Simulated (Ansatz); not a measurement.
# Cu3Pt (Pm-3m): convergence test of the plane-wave cutoff from a Python script

Computed with the Python package of Ansatz 0.2.0. Level of theory: DFT r2SCAN, plane waves, PAW.

## (1) The structure

The structure is cubic, space group Pm-3m (No. 221). Conventional cell: a = 3.710 Å, b = 3.710 Å, c = 3.710 Å, α = 90.00°, β = 90.00°, γ = 90.00°. Cu (site symmetry 4/mmm) is surrounded by 8 Cu at 2.62 Å and 4 Pt at 2.62 Å. Around Pt (site symmetry m-3m) lie 12 Cu at 2.62 Å.

No structure file is read: the coordinates are typed or built in the script.

## (2) Script

File cu3pt_ecut.py:

```python
"""Cutoff test for Cu3Pt."""

import ansatz as az
import numpy as np
import pandas as pd

vectors = np.array([
    [3.71, 0.0, 0.0],
    [0.0, 3.71, 0.0],
    [0.0, 0.0, 3.71],
])
system = (
    az.Lattice.of(vectors)
    .atom("Cu", (0.0, 0.5, 0.5))
    .atom("Cu", (0.5, 0.0, 0.5))
    .atom("Cu", (0.5, 0.5, 0.0))
    .atom("Pt", (0.0, 0.0, 0.0))
)

calculation = system.calculation().functional("r2SCAN").occupations("cold", width=0.1).kpoints(6, 6, 6).stress()

rows = []
for value in [250, 350, 450, 550, 650]:
    report = calculation.basis(value).run().report
    rows.append((value, report["free_energy_ev"] / len(report["lattice"]["sites"]), report["n_iterations"], sum(report["stress_gpa"][i][i] for i in range(3)) / 3, report["n_pw"]))

table = pd.DataFrame(rows, columns=["cutoff (eV)", "F/atom (eV)", "iterations", "P (GPa)", "plane waves"])
print(table.round(5).to_string(index=False))

# differences from the last row
for row in rows[:-1]:
    shift = 1000 * (row[1] - rows[-1][1])
    print(f"{row[0]}: {shift:+.2f} meV/atom" + ("  (within 5 meV)" if abs(shift) < 5 else ""))
```

## (3) What the engine is handed

The package turns the script's settings into the engine's input (first run):

```yaml
crystal:
  lattice:
    - [3.71, 0.0, 0.0]
    - [0.0, 3.71, 0.0]
    - [0.0, 0.0, 3.71]
  atoms:
    - { symbol: Cu, position: [0.0, 0.5, 0.5] }
    - { symbol: Cu, position: [0.5, 0.0, 0.5] }
    - { symbol: Cu, position: [0.5, 0.5, 0.0] }
    - { symbol: Pt, position: [0.0, 0.0, 0.0] }
basis:
  ecutwfc: 250.0
kpoints:
  mp_grid:
    grid: [6, 6, 6]
hamiltonian:
  xc: r2scan
scf:
  occupations:
    method: cold
    width: 0.1
output:
  stress: true
```

## (4) Running it

Run with:

```
python cu3pt_ecut.py
```

**Question.** How long does this script take on 1 thread of AMD EPYC 7B13 (Zen 3), shared host, and how much memory does it need?

About 19 s, with a peak of 0.67 GiB.
